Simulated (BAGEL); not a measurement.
# SiHSF3 (SMILES F[Si](F)(F)S): RI-MP2/cc-pVDZ (density fitting with qzvpp-jkfit)

Aim: the energy change on altering one bond length of SiHSF3 at RI-MP2/cc-pVDZ (density fitting with qzvpp-jkfit), from 2 runs. 

The results are computed with BAGEL 1.2.2.

1 further run of the same task is left out (set aside as unsound or not needed).

## (1) The system as given

SiHSF3 has 6 atoms, charge 0, and is taken as a singlet. As SMILES, `F[Si](F)(F)S`. The shape is that of a PBE0-D4/def2-TZVP optimisation.

Bond lengths: F1–Si2 1.571 Å, Si2–F3 1.574 Å, Si2–F4 1.573 Å, Si2–S5 2.089 Å, S5–H6 1.346 Å. Angles: F1–Si2–F3 108.6°, F1–Si2–F4 108.6°, F1–Si2–S5 107.7°, F3–Si2–F4 106.1°, F3–Si2–S5 112.9°, F4–Si2–S5 112.9°, Si2–S5–H6 92.3°.

## (2) A single-point energy at RI-MP2/cc-pVDZ (density fitting with qzvpp-jkfit)

The input, mp2.json:

```json
{ "bagel" : [

{
  "title" : "molecule",
  "basis" : "cc-pvdz.json",
  "df_basis" : "qzvpp-jkfit",
  "angstrom" : "true",
  "geometry" : [
    { "atom" : "F", "xyz" : [       0.466800,      -0.998900,       1.589500 ] },
    { "atom" : "Si", "xyz" : [       0.253700,      -0.377400,       0.162100 ] },
    { "atom" : "F", "xyz" : [      -0.333300,      -1.487500,      -0.786100 ] },
    { "atom" : "F", "xyz" : [       1.659400,       0.005000,      -0.432600 ] },
    { "atom" : "S", "xyz" : [      -1.016800,       1.267900,       0.370500 ] },
    { "atom" : "H", "xyz" : [      -0.987600,       1.526900,      -0.949600 ] }
  ]
},

{
  "title" : "hf"
},

{
  "title" : "mp2",
  "ncore" : 13
}

]}
```

The basis set cc-pVDZ is read from a file made from the Basis Set Exchange's data (not shown).

Run with:

```sh
$ BAGEL_NUM_THREADS=1 BAGEL mp2.json > mp2.out
```

Standard output:

```text
* using 1 threads per process

  ===============================================================
  ===============================================================

  *** Geometry ***

  { "atom" : "F", "xyz" : [      0.882124,     -1.887647,      3.003720 ] },
  { "atom" : "Si", "xyz" : [      0.479424,     -0.713183,      0.306325 ] },
  { "atom" : "F", "xyz" : [     -0.629846,     -2.810968,     -1.485514 ] },
  { "atom" : "F", "xyz" : [      3.135812,      0.009449,     -0.817496 ] },
  { "atom" : "S", "xyz" : [     -1.921474,      2.395984,      0.700144 ] },
  { "atom" : "H", "xyz" : [     -1.866294,      2.885423,     -1.794484 ] },

  Number of auxiliary basis functions:      505

  Since a DF basis is specified, we compute 2- and 3-index integrals:
    o Being stored without compression. Storage requirement is 0.028 GB

  Number of basis functions:       83
  Number of electrons      :       58

    * METHOD: MOLECULE                             0.26

  *** RHF ***

  === Nuclear Repulsion ===
   323.4283758812

      * DIIS with orbital gradients will be used.

  === RHF iteration (cc-pvdz.json) ===
      0       -985.30547061          0.01629585           0.11
      1       -985.48418320          0.01070399           0.10
      2       -985.58057971          0.00098858           0.10
      3       -985.58172791          0.00024818           0.10
      4       -985.58178593          0.00006344           0.10
      5       -985.58179131          0.00001154           0.10
      6       -985.58179151          0.00000254           0.10
      7       -985.58179152          0.00000084           0.10
      8       -985.58179152          0.00000034           0.10
      9       -985.58179152          0.00000010           0.10
     10       -985.58179152          0.00000002           0.10
     11       -985.58179152          0.00000001           0.10
    * SCF iteration converged.

    * Permanent dipole moment:
           (    0.336884,    -0.528918,     0.353439) a.u.

    * METHOD: HF                                   1.40

  *** RHF ***

  === Nuclear Repulsion ===
   323.4283758812

      * DIIS with orbital gradients will be used.

  === RHF iteration (cc-pvdz.json) ===
      0       -985.58179152          0.00000000           0.10
    * SCF iteration converged.

    * Permanent dipole moment:
           (    0.336883,    -0.528917,     0.353439) a.u.

  === DF-MP2 calculation ===

    * freezing 13 orbitals
    * 3-index integral transformation done
    * assembly done

      MP2 correlation energy:   -0.7796501361      0.05

      MP2 total energy:       -986.3614416557

    * METHOD: MP2                                  0.27

  ===============================================================
```

Run time: 2.1 s. Hardware: 1 thread of Arm Neoverse V1, shared host; peak memory 0.12 GiB.

## (3) The distorted shape at the same level

The input, input.json:

```json
{ "bagel" : [

{
  "title" : "molecule",
  "basis" : "cc-pvdz.json",
  "df_basis" : "qzvpp-jkfit",
  "angstrom" : true,
  "geometry" : [
    { "atom" : "F", "xyz" : [    0.443439,   -1.206109,    2.645627 ] },
    { "atom" : "Si", "xyz" : [    0.230339,   -0.584609,    1.218227 ] },
    { "atom" : "F", "xyz" : [   -0.356661,   -1.694709,    0.270027 ] },
    { "atom" : "F", "xyz" : [    1.636039,   -0.202209,    0.623527 ] },
    { "atom" : "S", "xyz" : [   -1.040161,    1.060691,    1.426627 ] },
    { "atom" : "H", "xyz" : [   -0.987600,    1.526900,   -0.949600 ] }
  ]
},
{
  "title" : "hf"
},
{
  "title" : "mp2",
  "ncore" : 13
}

]}
```

The basis set cc-pVDZ is read from a file made from the Basis Set Exchange's data (not shown).

Run with:

```sh
$ BAGEL_NUM_THREADS=1 BAGEL input.json > input.out
```

Standard output:

```text
* using 1 threads per process

  ===============================================================
  ===============================================================

  *** Geometry ***

  { "atom" : "F", "xyz" : [      0.837978,     -2.279216,      4.999510 ] },
  { "atom" : "Si", "xyz" : [      0.435278,     -1.104751,      2.302115 ] },
  { "atom" : "F", "xyz" : [     -0.673992,     -3.202536,      0.510277 ] },
  { "atom" : "F", "xyz" : [      3.091666,     -0.382120,      1.178295 ] },
  { "atom" : "S", "xyz" : [     -1.965619,      2.004415,      2.695934 ] },
  { "atom" : "H", "xyz" : [     -1.866294,      2.885423,     -1.794484 ] },

  Number of auxiliary basis functions:      505

  Since a DF basis is specified, we compute 2- and 3-index integrals:
    o Being stored without compression. Storage requirement is 0.028 GB

  Number of basis functions:       83
  Number of electrons      :       58

    * METHOD: MOLECULE                             0.27

  *** RHF ***

  === Nuclear Repulsion ===
   319.3838073487

      * DIIS with orbital gradients will be used.

  === RHF iteration (cc-pvdz.json) ===
      0       -985.12047639          0.01639469           0.11
      1       -985.32731896          0.01054179           0.10
      2       -985.42331256          0.00117040           0.10
      3       -985.42533665          0.00039018           0.10
      4       -985.42551661          0.00009873           0.10
      5       -985.42553817          0.00003965           0.10
      6       -985.42554074          0.00001584           0.10
      7       -985.42554130          0.00000475           0.10
      8       -985.42554137          0.00000217           0.10
      9       -985.42554138          0.00000097           0.10
     10       -985.42554139          0.00000023           0.10
     11       -985.42554139          0.00000008           0.10
     12       -985.42554139          0.00000003           0.10
     13       -985.42554139          0.00000001           0.09
     14       -985.42554139          0.00000001           0.09
    * SCF iteration converged.

    * Permanent dipole moment:
           (    0.331678,    -0.537992,     0.425052) a.u.

    * METHOD: HF                                   1.70

  *** RHF ***

  === Nuclear Repulsion ===
   319.3838073487

      * DIIS with orbital gradients will be used.

  === RHF iteration (cc-pvdz.json) ===
      0       -985.42554139          0.00000000           0.09
    * SCF iteration converged.

    * Permanent dipole moment:
           (    0.331678,    -0.537992,     0.425052) a.u.

  === DF-MP2 calculation ===

    * freezing 13 orbitals
    * 3-index integral transformation done
    * assembly done

      MP2 correlation energy:   -0.7994543617      0.05

      MP2 total energy:       -986.2249957483

    * METHOD: MP2                                  0.26

  ===============================================================
```

Wall time 2.4 s (1 thread of Arm Neoverse V1, shared host); peak memory 0.12 GiB.

## (4) Outcome

Level: RI-MP2/cc-pVDZ (density fitting with qzvpp-jkfit), 13 core orbitals frozen.

| quantity | value |
| --- | --- |
| first shape: total energy | -986.36144 Eh |
| first shape: correlation energy (13 core orbitals frozen) | -779.7 mEh |
| distorted shape: total energy | -986.22500 Eh |
| distorted shape: correlation energy (13 core orbitals frozen) | -799.5 mEh |
| energy change with the S5–H6 bond stretched from 1.346 to 2.422 Å | 3.713 eV |

One bond (distorted shape) is far stretched, which a spin-restricted single reference describes badly; perturbation theory on it can break down and give far too much correlation. With the S5–H6 bond stretched from 1.346 to 2.422 Å the energy rises by 3.71 eV (86 kcal/mol). The first shape isn't relaxed at this level, so the change isn't measured from a minimum. A restricted reference can't describe the breaking bond well at this length.
